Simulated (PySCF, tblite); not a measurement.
# C₆H₁₃BBrF: geometry, infrared bands and NMR shifts

Aim: predict the infrared bands and NMR shifts of C₆H₁₃BBrF (`CCB(Br)C(C)(C)CF`).

Programs: tblite 0.8.0 and PySCF 2.14.0, with density-fitted response routines of our own. Each step states its level of theory. These are calculated values for one molecule in the gas phase, unless marked as measured. Atoms count from 0, in the outputs and in this text.

**1. The molecule as given**

22 atoms, charge 0, multiplicity 1; geometry from: force field or distance geometry start.

Bonds of the start (Å): C0–C1 1.52, C1–B2 1.56, B2–Br3 2.01, B2–C4 1.60, C4–C5 1.51, C4–C6 1.54, C4–C7 1.50, C7–F8 1.41, C0–H9 1.11, C0–H10 1.09, C0–H11 1.11, C1–H12 1.12, C1–H13 1.13, C5–H14 1.10, C5–H15 1.11, C5–H16 1.14, C6–H17 1.10, C6–H18 1.12, C6–H19 1.11, C7–H20 1.11, C7–H21 1.11.

**2. Geometry optimisation with GFN2-xTB**

What the job is given:

```
{"job": {"kind": "relax", "xc": "GFN2-xTB", "basis": "xTB"}, "charge": 0, "multiplicity": 1}
C      2.823800     0.505600    -0.143300
C      1.769200    -0.523200     0.217200
B      0.474200    -0.261500    -0.617100
Br     0.717100     0.539200    -2.443000
C     -0.974500    -0.106800     0.049900
C     -1.103600     1.315400     0.535000
C     -1.937200    -0.348700    -1.129000
C     -1.196900    -1.114100     1.132900
F     -1.093400    -2.401500     0.567900
H      2.539300     1.452300     0.366000
H      3.810800     0.139600     0.155200
H      2.795900     0.587400    -1.251500
H      2.226900    -1.522400     0.020000
H      1.546700    -0.457000     1.321800
H     -1.853300     1.449000     1.324600
H     -1.325500     2.001800    -0.309700
H     -0.083600     1.604200     0.944800
H     -2.466000    -1.309800    -1.008600
H     -2.704300     0.466700    -1.165200
H     -1.369600    -0.311700    -2.081200
H     -2.196000    -0.989800     1.603000
H     -0.410300    -1.096200     1.909400
```

On the command line:

```bash
> OMP_NUM_THREADS=1 python probes_run.py task.json out
```

This one command runs all jobs of the session in turn.

**Question.** This job is followed by: GFN2-xTB harmonic vibrations, gas phase; GIAO PBE0/pcSseg-1 NMR shielding, non-relativistic, gas phase. Predict these results of the whole session: strongest single infrared mode (GFN2-xTB); zero-point energy (GFN2-xTB); 13C shifts against TMS (PBE0/pcSseg-1, means over atoms taken as alike); 1H shifts against TMS (PBE0/pcSseg-1, means over atoms taken as alike); 11B shifts against BF3·OEt2 (PBE0/pcSseg-1); 79Br shifts against HBr (PBE0/pcSseg-1); 19F shifts against CFCl3 (PBE0/pcSseg-1).

As calculated:

| quantity | value |
| --- | --- |
| strongest single infrared mode (GFN2-xTB) | 913 cm⁻¹, 86 km/mol |
| zero-point energy (GFN2-xTB) | 114.2 kcal/mol |
| 13C shifts against TMS (PBE0/pcSseg-1, means over atoms taken as alike) | 94.6, 40.2, 24.5, 24.4, 13.4 ppm |
| 1H shifts against TMS (PBE0/pcSseg-1, means over atoms taken as alike) | 4.65, 1.93, 1.25, 1.07 ppm |
| 11B shifts against BF3·OEt2 (PBE0/pcSseg-1) | 88.3 ppm |
| 79Br shifts against HBr (PBE0/pcSseg-1) | 448 ppm |
| 19F shifts against CFCl3 (PBE0/pcSseg-1) | -244.2 ppm |

In words: Relaxing lowered the energy by 1.128 eV in 148 steps; the close pair that moved most is B2–Br3, from 2.008 to 1.877 Å. All 60 modes are real, so the xTB geometry is a minimum. The strongest single mode, at 913 cm⁻¹, is spread over many atoms; the largest shares are those of B2. GFN2-xTB is a fitted tight-binding method: band positions and strengths are rough. Its intensities can rank the bands wrongly. The most deshielded carbon is C7 (sp3 CH2 bonded to F), at 94.6 ppm: deshielded by the electronegative neighbour. The most deshielded hydrogen is H20, H21 (mean) (hydrogen on an sp3 CH2 bonded to F), at 4.65 ppm: its carbon carries F, which withdraws density. At PBE0/pcSseg-1: The largest span, 1391 ppm, is at Br3, where the paramagnetic term is -953 ppm. Spin-orbit coupling is left out, which matters for shieldings and couplings at and beside the heavy atoms.
